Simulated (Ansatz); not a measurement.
Working through vertical spin-state energies of CH7NSi3, SMILES N#C[SiH]([SiH3])[SiH3]

Program: the Python package of Ansatz (0.2.0).

The script reads `ch7nsi3.xyz`:
```text
12

N     0.10680    3.22000   -0.78160
C     0.04920    2.19440   -0.24140
Si   -0.04300    0.55120    0.62260
Si    1.81190   -0.64790    0.05230
Si   -1.81340   -0.59900   -0.24140
H    -0.16130    0.69650    2.10740
H     1.75760   -2.00070    0.66750
H     3.04830    0.02100    0.53630
H     1.90780   -0.81820   -1.42080
H    -1.89510   -1.95140    0.37150
H    -1.67540   -0.76980   -1.71110
H    -3.09320    0.10390    0.03880
```

The cells in order, each with its output:

**Cell 1**
```python
import warnings

import ansatz as az
```

**Cell 2**
```python
warnings.simplefilter("ignore", az.DeckWarning)
```

**Cell 3**
```python
system = az.Crystal.molecule_from_extxyz("ch7nsi3.xyz")

calc = (
    system.calculation()
    .basis(gaussian="def2-TZVP")
    .functional("b3lyp")
)
found = {}
for unpaired in [0, 2]:
    rep = calc.spin("collinear", total=unpaired).run(threads=1).report
    s = unpaired / 2
    found[unpaired] = rep["free_energy_ev"]
    print(f"2S+1 = {unpaired + 1}: E = {found[unpaired]:.5f} eV, <S^2> = {abs(rep['mean_field']['state']['spin_squared']):.3f} (pure state {s * (s + 1):.2f})")
lowest = min(found, key=found.get)
for unpaired, e in found.items():
    print(f"multiplicity {unpaired + 1}: {96.485332 * (e - found[lowest]):.1f} kJ/mol above the lowest")
```
Output:
```text
2S+1 = 1: E = -26276.82347 eV, <S^2> = 0.000 (pure state 0.00)
2S+1 = 3: E = -26271.21489 eV, <S^2> = 2.006 (pure state 2.00)
multiplicity 1: 0.0 kJ/mol above the lowest
multiplicity 3: 541.1 kJ/mol above the lowest
```

In order: multiplicity 1 (+0.00 eV) and multiplicity 3 (+5.61 eV), all at the one geometry.

Notes:
- Total energies depend on the basis set; only differences at equal settings carry meaning.
- The geometry is a force-field or estimated start, not a minimum of this method, and the basis set is short of its limit. All parts are taken at fixed geometry, without zero-point energy.
- b3lyp holds the VWN-RPA fit, as in Gaussian; the form of ORCA and Turbomole is b3lyp5.
- Hardware and time: 4 min on 1 thread of Arm Neoverse V1, with other jobs on the host, peak memory 1.1 GiB.
